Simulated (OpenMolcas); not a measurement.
# Cu⁴⁺ among point charges: CASSCF and CASPT2 levels and susceptibility, part 1 of 2

Aim: the splitting of the states of Cu⁴⁺ in the field of 5 point charges, its lowest levels with spin-orbit coupling and its magnetic susceptibility.

Method: state-averaged CASSCF and CASPT2, spin-orbit coupling by RASSI with atomic mean-field integrals. Code: OpenMolcas 26.06.

## Step 1: Starting point

- Species: Cu⁴⁺ (copper, Z = 29, 25 electrons)
- Basis: ANO-RCC-VDZP [5s4p2d1f], 34 functions
- Scalar Hamiltonian: DKH2, point nucleus
- Inactive shells: 1s 2s 2p 3s 3p
- Active space: 7 electrons in 5 orbitals (3d)
- Some configurations of this space: 3d7
- Orbitals: optimised for each spin and parity, averaged over all roots

The outer shells:

3d7
```
3d [↑↓][↑↓][↑ ][↑ ][↑ ]
```

The ion sits among 5 point charges of -1 e arranged as a trigonal bipyramid (D3h), 1.97 Å from the ion, with the axial distance 1.891 Å.

The work runs as a chain of OpenMolcas steps in one folder; each step below is one input file. Labels, J, g values, rates, χT and fits are worked out afterwards by a script from the matrices that RASSI stores.

## Step 2: One- and two-electron integrals

Contents of a.inp:

```
&GATEWAY
Coord
1

Cu 0.0 0.0 0.0
Basis=ANO-RCC-VDZP
Group=NoSym
NoMove
AngMom=0.0 0.0 0.0
AMFI
XField
5 Angstrom 0
1.970000 0.000000 0.000000 -1.000000
-0.985000 1.706070 0.000000 -1.000000
-0.985000 -1.706070 0.000000 -1.000000
0.000000 0.000000 1.891200 -1.000000
0.000000 0.000000 -1.891200 -1.000000
&SEWARD
```

Command:

```sh
$ OMP_NUM_THREADS=1 MOLCAS_MEM=1689 MOLCAS_PROJECT=a pymolcas a.inp > a.log
```

The log of the run:

```text
Basis set label: CU.ANO-RCC...5S4P2D1F.

      Electronic valence basis set:
      ------------------
      Associated Effective Charge  29.000000 au
      Associated Actual Charge     29.000000 au
      Nuclear Model: Point charge

      Shell  nPrim  nBasis  Cartesian Spherical Contaminant
         s      21       5        X
         p      15       4        X
         d      10       2                 X
         f       6       1                 X
                  Relativistic Douglas-Kroll-Hess integrals:
                    - DKH order of Hamiltonian: 2
                    - DKH order of Properties : 0
                  Atomic mean-field integrals
```

## Step 3: CASSCF: quartets, 10 roots

Contents of a.inp:

```
&RASSCF
FileOrb=start.orb
Symmetry=1
Spin=4
nActEl=7 0 0
Inactive=9
Ras2=5
CIRoot=10 10 1
SDav=10
CIMx=300
Iter=120 100
PrWF=0.3
OrbListing=Nothing
MaxOrb=0
>>> COPY $Project.JobIph JOB001
```

start.orb holds the contracted functions of the basis, ordered by shell, or the orbitals of the step before.

The log of the run:

```text
Wave function specifications:
      -----------------------------

      Number of closed shell electrons          18
      Number of electrons in active shells       7
      Max number of holes in RAS1 space          0
      Max nr of electrons in RAS3 space          0
      Number of inactive orbitals                9
      Number of active orbitals                  5
      Number of secondary orbitals              20
      Spin quantum number                      1.5
      State symmetry                             1
Orbital specifications:
      -----------------------

      Symmetry species                           1
                                                 a
      Frozen orbitals                            0
      Inactive orbitals                          9
      Active orbitals                            5
      RAS1 orbitals                              0
      RAS2 orbitals                              5
      RAS3 orbitals                              0
      Secondary orbitals                        20
      Deleted orbitals                           0
      Number of basis functions                 34
      Number of CSFs                            10
      Number of root(s) required                10
      Iter CI   SX   CI       RASSCF       Energy    max ROT     max BLB   max BLB  Level Ln srch  Step   QN
          iter iter root      energy       change     param      element    value   shift minimum  type update
 Nr of preliminary CI iterations:   1
      Total energies have been shifted. Add                -1000.00 au
        1   1    7    0  -653.35176801    0.00E+00  -1.92E-01*  12  25 1  1.05E+00*  0.00   0.00    SX    NO
        2   1    6    0  -654.24076937   -8.89E-01*  4.48E-02    7  20 1  4.76E-01*  0.00   0.00    SX    NO
        3   1    6    0  -654.28555948   -4.48E-02* -3.72E-02    9  22 1 -1.45E-01*  0.00   0.00    SX    NO
        4   1    6    0  -654.29759117   -1.20E-02*  2.21E-02    7  20 1  1.10E-01*  0.00   0.00    SX    NO
        5   1    6    0  -654.30180028   -4.21E-03* -8.37E-03    9  22 1 -6.65E-02*  0.00   0.61    QN   YES
        6   1    5    0  -654.30478188   -2.98E-03*  4.64E-04    9  22 1 -2.60E-03*  0.00   1.05    QN   YES
        7   1    3    0  -654.30478874   -6.86E-06*  5.70E-06    7  20 1  9.08E-05   0.00   0.99    QN   YES
        8   1    3    0  -654.30478874   -2.51E-09  -7.93E-07    8  21 1  1.02E-05   0.00   1.14    QN   YES
      Convergence after  8 iterations
        9   1    3    0  -654.30478874   -4.30E-11  -7.93E-07    9  22 1 -3.66E-08   0.00   1.14    QN   YES
      Natural orbitals and occupation numbers for root  1
      sym 1:   1.500000   1.500000   1.000000   1.500000   1.500000
      Natural orbitals and occupation numbers for root  2
      sym 1:   1.500000   1.500000   1.000000   1.500000   1.500000
      Natural orbitals and occupation numbers for root  3
      sym 1:   1.780118   1.780118   1.219882   1.000000   1.219882
::    RASSCF root number  1 Total energy:  -1654.34062028
::    RASSCF root number  2 Total energy:  -1654.34062000
::    RASSCF root number  3 Total energy:  -1654.33877176
::    RASSCF root number  4 Total energy:  -1654.33688424
::    RASSCF root number  5 Total energy:  -1654.33688424
::    RASSCF root number  6 Total energy:  -1654.33391344
::    RASSCF root number  7 Total energy:  -1654.33391344
::    RASSCF root number  8 Total energy:  -1654.23426877
::    RASSCF root number  9 Total energy:  -1654.22600561
::    RASSCF root number 10 Total energy:  -1654.22600561
```

## Step 4: Reference wave functions, doublets, 40 roots

Contents of a.inp:

```
&RASSCF
FileOrb=start.orb
Symmetry=1
Spin=2
nActEl=7 0 0
Inactive=9
Ras2=5
CIRoot=40 40 1
SDav=40
CIMx=300
Iter=120 100
PrWF=0.3
OrbListing=Nothing
MaxOrb=0
>>> COPY $Project.JobIph JOB002
```

The log of the run:

```text
Wave function specifications:
      -----------------------------

      Number of closed shell electrons          18
      Number of electrons in active shells       7
      Max number of holes in RAS1 space          0
      Max nr of electrons in RAS3 space          0
      Number of inactive orbitals                9
      Number of active orbitals                  5
      Number of secondary orbitals              20
      Spin quantum number                      0.5
      State symmetry                             1
Orbital specifications:
      -----------------------

      Symmetry species                           1
                                                 a
      Frozen orbitals                            0
      Inactive orbitals                          9
      Active orbitals                            5
      RAS1 orbitals                              0
      RAS2 orbitals                              5
      RAS3 orbitals                              0
      Secondary orbitals                        20
      Deleted orbitals                           0
      Number of basis functions                 34
      Number of CSFs                            40
      Number of root(s) required                40
      Iter CI   SX   CI       RASSCF       Energy    max ROT     max BLB   max BLB  Level Ln srch  Step   QN
          iter iter root      energy       change     param      element    value   shift minimum  type update
 Nr of preliminary CI iterations:   1
      Total energies have been shifted. Add                -1000.00 au
        1   1    6    0  -654.14722891    0.00E+00  -4.09E-03   12  25 1 -1.47E-02*  0.00   0.00    SX    NO
        2   1    5    0  -654.14751296   -2.84E-04*  1.83E-03    9  22 1 -1.45E-02*  0.00   0.00    SX    NO
        3   1    5    0  -654.14757234   -5.94E-05* -1.29E-03    9  22 1  7.50E-03*  0.00   0.00    SX    NO
        4   1    5    0  -654.14759584   -2.35E-05* -8.15E-04    9  22 1 -5.08E-03*  0.00   0.00    SX    NO
        5   1    5    0  -654.14760563   -9.79E-06*  3.20E-04    9  22 1  3.24E-03*  0.00   0.61    QN   YES
        6   1    3    0  -654.14761258   -6.96E-06*  5.94E-07   11  24 1 -3.18E-06   0.00   1.00    QN   YES
        7   1    2    0  -654.14761258   -1.61E-11   1.91E-08    9  22 1 -2.66E-07   0.00   1.02    QN   YES
      Convergence after  7 iterations
        8   1    2    0  -654.14761258    1.14E-12   1.91E-08    9  22 1 -3.81E-08   0.00   1.02    QN   YES
      Natural orbitals and occupation numbers for root  1
      sym 1:   1.546461   1.044643   1.458285   1.403938   1.546672
      Natural orbitals and occupation numbers for root  2
      sym 1:   1.546672   1.044643   1.403938   1.458285   1.546461
      Natural orbitals and occupation numbers for root  3
      sym 1:   1.350145   1.546710   1.236716   1.484983   1.381446
::    RASSCF root number  1 Total energy:  -1654.22898749
::    RASSCF root number  2 Total energy:  -1654.22898749
::    RASSCF root number  3 Total energy:  -1654.22843398
::    RASSCF root number  4 Total energy:  -1654.22843398
::    RASSCF root number  5 Total energy:  -1654.22816880
::    RASSCF root number  6 Total energy:  -1654.22796321
::    RASSCF root number  7 Total energy:  -1654.22795997
::    RASSCF root number  8 Total energy:  -1654.22593846
::    RASSCF root number  9 Total energy:  -1654.22593846
::    RASSCF root number 10 Total energy:  -1654.19555852
::    RASSCF root number 11 Total energy:  -1654.19555852
::    RASSCF root number 12 Total energy:  -1654.19512639
::    RASSCF root number 13 Total energy:  -1654.19380764
::    RASSCF root number 14 Total energy:  -1654.19380764
::    RASSCF root number 15 Total energy:  -1654.19293502
::    RASSCF root number 16 Total energy:  -1654.19293356
::    RASSCF root number 17 Total energy:  -1654.19161285
::    RASSCF root number 18 Total energy:  -1654.19161285
::    RASSCF root number 19 Total energy:  -1654.19030603
::    RASSCF root number 20 Total energy:  -1654.19030603
::    RASSCF root number 21 Total energy:  -1654.18965213
::    RASSCF root number 22 Total energy:  -1654.18504116
::    RASSCF root number 23 Total energy:  -1654.18504116
::    RASSCF root number 24 Total energy:  -1654.18042061
::    RASSCF root number 25 Total energy:  -1654.18042061
::    RASSCF root number 26 Total energy:  -1654.17773372
::    RASSCF root number 27 Total energy:  -1654.17696405
::    RASSCF root number 28 Total energy:  -1654.17696405
::    RASSCF root number 29 Total energy:  -1654.08535424
::    RASSCF root number 30 Total energy:  -1654.08468919
```

## Step 5: RASSI: spin-orbit coupling between the states

Contents of a.inp:

```
&RASSI
NrOfJobIphs=2 10 40
1 2 3 4 5 6 7 8 9 10
1 2 3 4 5 6 7 8 9 10 11 12 13 14 15 16 17 18 19 20 21 22 23 24 25 26 27
28 29 30 31 32 33 34 35 36 37 38 39 40
IphNames
JOB001
JOB002
EJob
SpinOrbit
DIPRint=1.0
SOCoupling=1000.0
Subsets=2
Property=9
'ANGMOM' 1 'ANGMOM' 2 'ANGMOM' 3 'MLTPL  1' 1 'MLTPL  1' 2 'MLTPL  1' 3
'AMFI' 1 'AMFI' 2 'AMFI' 3
SOProperty=3
'ANGMOM' 1 'ANGMOM' 2 'ANGMOM' 3
```

The log of the run:

```text
SPIN-FREE ENERGIES:
  (Shifted by EMIN (a.u.) =      -1654.3406202818)

 SF State       Relative EMIN(au)   Rel lowest level(eV)    D:o, cm**(-1)      L_eff

     1             0.0000000000        0.0000000000              0.0000         3.0
     2             0.0000002794        0.0000076032              0.0613         3.0
     3             0.0018485196        0.0503007803            405.7032         3.0
     4             0.0037360382        0.1016627782            819.9656         3.0
     5             0.0037360382        0.1016627782            819.9656         3.0
     6             0.0067068388        0.1825023818           1471.9810         3.0
     7             0.0067068388        0.1825023818           1471.9810         3.0
     8             0.1063515151        2.8939721555          23341.4596         1.0
    11             0.1116327933        3.0376830570          24500.5662         4.0
    12             0.1116327933        3.0376830570          24500.5662         4.0
    13             0.1121862968        3.0527446547          24622.0461         4.0
    14             0.1121862968        3.0527446547          24622.0461         4.0
    15             0.1124514840        3.0599607640          24680.2480         4.0
    16             0.1126570693        3.0655550271          24725.3688         4.0
    17             0.1126603078        3.0656431512          24726.0795         4.0
    10             0.1146146734        3.1188241480          25155.0132         1.0
     9             0.1146146734        3.1188241480          25155.0132         1.0
    18             0.1146818264        3.1206514742          25169.7516         4.0
    19             0.1146818264        3.1206514742          25169.7516         4.0
    20             0.1450617667        3.9473317631          31837.3778         4.0
    21             0.1450617667        3.9473317631          31837.3778         4.0
    22             0.1454938910        3.9590904635          31932.2181         4.6
    23             0.1468126389        3.9949754228          32221.6498         5.0
    24             0.1468126389        3.9949754228          32221.6498         5.0
    25             0.1476852607        4.0187206708          32413.1681         5.0
    26             0.1476867187        4.0187603449          32413.4881         5.0
    27             0.1490074297        4.0546987226          32703.3507         2.9
    28             0.1490074297        4.0546987226          32703.3507         2.9
    29             0.1503142563        4.0902592871          32990.1660         5.0
    30             0.1503142563        4.0902592871          32990.1660         5.0
    31             0.1509681474        4.1080525699          33133.6785         1.9
    32             0.1555791251        4.2335236648          34145.6711         5.0
    33             0.1555791251        4.2335236648          34145.6711         5.0
    34             0.1601996743        4.3592552139          35159.7645         2.1
    35             0.1601996743        4.3592552139          35159.7645         2.1
    36             0.1628865598        4.4323690936          35749.4677         2.0
    37             0.1636562332        4.4533129745          35918.3915         2.0
    38             0.1636562332        4.4533129745          35918.3915         2.0
    39             0.2552660442        6.9461429233          56024.4209         3.0
    40             0.2559310968        6.9642399263          56170.3831         3.0
Eigenvalues of complex Hamiltonian:
   -----------------------------------
  (Shifted by EMIN (a.u.) =      -1654.3406202818)

 SO State       Relative EMIN(au)   Rel lowest level(eV)    D:o, cm**(-1)     J-value

     1            -0.0076703286        0.0000000000              0.0000         1.7
     2            -0.0076703286        0.0000000000              0.0000         1.7
     3            -0.0048475225        0.0768124658            619.5343         4.5
     4            -0.0048475225        0.0768124658            619.5343         4.5
     5            -0.0047087449        0.0805887974            649.9925         2.8
     6            -0.0047087449        0.0805887974            649.9925         2.8
     7            -0.0041237567        0.0965071381            778.3826         4.2
     8            -0.0041237567        0.0965071381            778.3826         4.2
     9            -0.0032039924        0.1215351985            980.2475         3.8
    10            -0.0032039924        0.1215351985            980.2475         3.8
    11             0.0017778174        0.2570971504           2073.6284         2.5
    12             0.0017778174        0.2570971504           2073.6284         2.5
    13             0.0032125774        0.2961389581           2388.5218         3.1
    14             0.0032125774        0.2961389581           2388.5218         3.1
    15             0.0035656827        0.3057474417           2466.0194         1.8
    16             0.0035656827        0.3057474417           2466.0194         1.8
    17             0.0039729152        0.3168288038           2555.3966         3.4
    18             0.0039729152        0.3168288038           2555.3966         3.4
    19             0.0068472528        0.3950435139           3186.2408         2.0
    20             0.0068472528        0.3950435139           3186.2408         2.0
    21             0.0092646362        0.4608238673           3716.7951         1.5
    22             0.0092646362        0.4608238673           3716.7951         1.5
    23             0.0094754367        0.4665600411           3763.0605         2.4
    24             0.0094754367        0.4665600411           3763.0605         2.4
    25             0.0126930495        0.5541157463           4469.2449         1.3
    26             0.0126930495        0.5541157463           4469.2449         1.3
    27             0.0137674039        0.5833504191           4705.0384         1.7
    28             0.0137674039        0.5833504191           4705.0384         1.7
    29             0.1046919132        3.0575323606          24660.6616         1.6
    30             0.1046919132        3.0575323606          24660.6616         1.6
    31             0.1049591186        3.0648033898          24719.3064         2.2
    32             0.1049591186        3.0648033898          24719.3064         2.2
    33             0.1076579324        3.1382418545          25311.6276         3.8
    34             0.1076579324        3.1382418545          25311.6276         3.8
    35             0.1083531955        3.1571609280          25464.2202         4.3
    36             0.1083531955        3.1571609280          25464.2202         4.3
    37             0.1086634126        3.1656023633          25532.3049         3.1
    38             0.1086634126        3.1656023633          25532.3049         3.1
    39             0.1089926265        3.1745607296          25604.5590         4.5
    40             0.1089926265        3.1745607296          25604.5590         4.5
    41             0.1112127499        3.2349733649          26091.8198         1.7
Weights of the five most important spin-orbit-free states for each spin-orbit state.

 SO State  Total energy (au)           Spin-free states, spin, and weights
 -------------------------------------------------------------------------------------------------------
    1        -0.007670       1 1.5  0.4980    2 1.5  0.4980   19 0.5  0.0020   18 0.5  0.0020   29 0.5  0.0000
    2        -0.007670       1 1.5  0.4980    2 1.5  0.4980   18 0.5  0.0020   19 0.5  0.0020   29 0.5  0.0000
    3        -0.004848       3 1.5  0.5605    4 1.5  0.2060    5 1.5  0.2060    6 1.5  0.0116    7 1.5  0.0116
    4        -0.004848       3 1.5  0.5605    4 1.5  0.2060    5 1.5  0.2060    6 1.5  0.0116    7 1.5  0.0116
    5        -0.004709       1 1.5  0.3751    2 1.5  0.3750    7 1.5  0.1230    6 1.5  0.1230   17 0.5  0.0014
    6        -0.004709       1 1.5  0.3751    2 1.5  0.3750    7 1.5  0.1230    6 1.5  0.1230   17 0.5  0.0014
    7        -0.004124       3 1.5  0.3743    5 1.5  0.2492    4 1.5  0.2492    6 1.5  0.0556    7 1.5  0.0556
    8        -0.004124       3 1.5  0.3743    5 1.5  0.2492    4 1.5  0.2492    6 1.5  0.0556    7 1.5  0.0556
    9        -0.003204       5 1.5  0.2137    4 1.5  0.2137    7 1.5  0.1794    6 1.5  0.1794    2 1.5  0.1047
   10        -0.003204       5 1.5  0.2137    4 1.5  0.2137    7 1.5  0.1794    6 1.5  0.1794    2 1.5  0.1047
   11         0.001778       1 1.5  0.3020    2 1.5  0.3020    4 1.5  0.1936    5 1.5  0.1936    7 1.5  0.0037
   12         0.001778       1 1.5  0.3020    2 1.5  0.3020    4 1.5  0.1936    5 1.5  0.1936    7 1.5  0.0037
```

These steps: 11 s of run time, 1 thread of Arm Neoverse V1, shared host.

States without spin-orbit coupling:

| state | degeneracy | E (cm-1) | free-ion L (%) |
| --- | --- | --- | --- |
| quartet | 2 | 0 | F (100) |
| 4A2 | 1 | 406 | F (100) |
| 4E | 2 | 820 | F (100) |
| 4E | 2 | 1472 | F (100) |
| 4A2 | 1 | 23341 | P (100) |
| 2E | 2 | 24501 | G (98) |
| 2E | 2 | 24622 | G (99) |
| 2A1 | 1 | 24680 | G (100) |
| 2A2 | 1 | 24725 | G (100) |
| 2A1 | 1 | 24726 | G (100) |
| 4E | 2 | 25155 | P (100) |
| 2E | 2 | 25170 | G (100) |
| 2E | 2 | 31837 | H (65) |
| 2A2 | 1 | 31932 | H (87) |
| 2E | 2 | 32222 | H (98) |
| doublet | 2 | 32413 | H (100) |
| 2E | 2 | 32703 | P (64) |
| 2E | 2 | 32990 | H (100) |
| 2A2 | 1 | 33134 | P (87) |
| 2E | 2 | 34146 | H (100) |
| 2E | 2 | 35160 | D (98) |
| 2A1 | 1 | 35749 | D (100) |
| 2E | 2 | 35918 | D (96) |
| 2A2 | 1 | 56024 | F (100) |

With spin-orbit coupling:

```tsv
E (cm-1)	Degeneracy	Label	2S+1	g
0.0	2	E3/2	4	0.00 0.00 12.00
619.5	2	E1/2	4	1.55 6.70 6.70
650.0	2	E1/2	4	0.00 0.00 8.49
778.4	2	E3/2	4	0.00 0.00 4.48
980.2	2	E1/2	4	0.00 0.00 6.44
2074	2	E1/2	4	0.00 0.00 5.57
2389	2	E3/2	4	0.00 0.00 3.06
2466	2	E1/2	4	0.00 0.00 9.51
2555	2	E1/2	4	1.37 5.09 5.09
3186	2	E3/2	4	0.00 0.00 2.21
3717	2	E1/2	4	0.00 0.00 6.00
3763	2	E1/2	4	2.11 3.30 3.30
4469	2	E3/2	4	0.00 0.00 2.26
4705	2	E1/2	4	0.91 0.91 1.02
24661	2	E3/2	4	0.00 0.00 5.91
24719	2	E1/2	4	1.98 4.44 4.44
25312	2	E1/2	2	0.01 0.01 5.72
25464	2	E3/2	2	0.00 0.00 3.45
25532	2	E1/2	2	0.01 0.01 7.81
25605	2	E1/2	2	1.17 5.53 5.53
26092	2	E3/2	2	0.00 0.00 9.96
26224	2	E1/2	4	0.00 0.00 7.99
26408	2	E3/2	4	0.00 0.00 4.02
26575	2	E1/2	4	0.86 2.92 2.92
```

The table of states holds 24 of 31 computed; the rest, higher up, is left out. Labels of spin-orbit levels are those of the rotation subgroup (D3 for D3h). Principal g values are given for doublets only; a zero marks a field direction without first-order Zeeman splitting.

Powder χT (cm³ K/mol): 4.51 at 2 K, 4.51 at 5 K, 4.52 at 10 K, 4.55 at 20 K, 4.62 at 50 K, 4.74 at 100 K, 4.86 at 150 K, 4.96 at 200 K, 5.05 at 250 K, 5.13 at 300 K.

(Continued in part 2 of 2.)
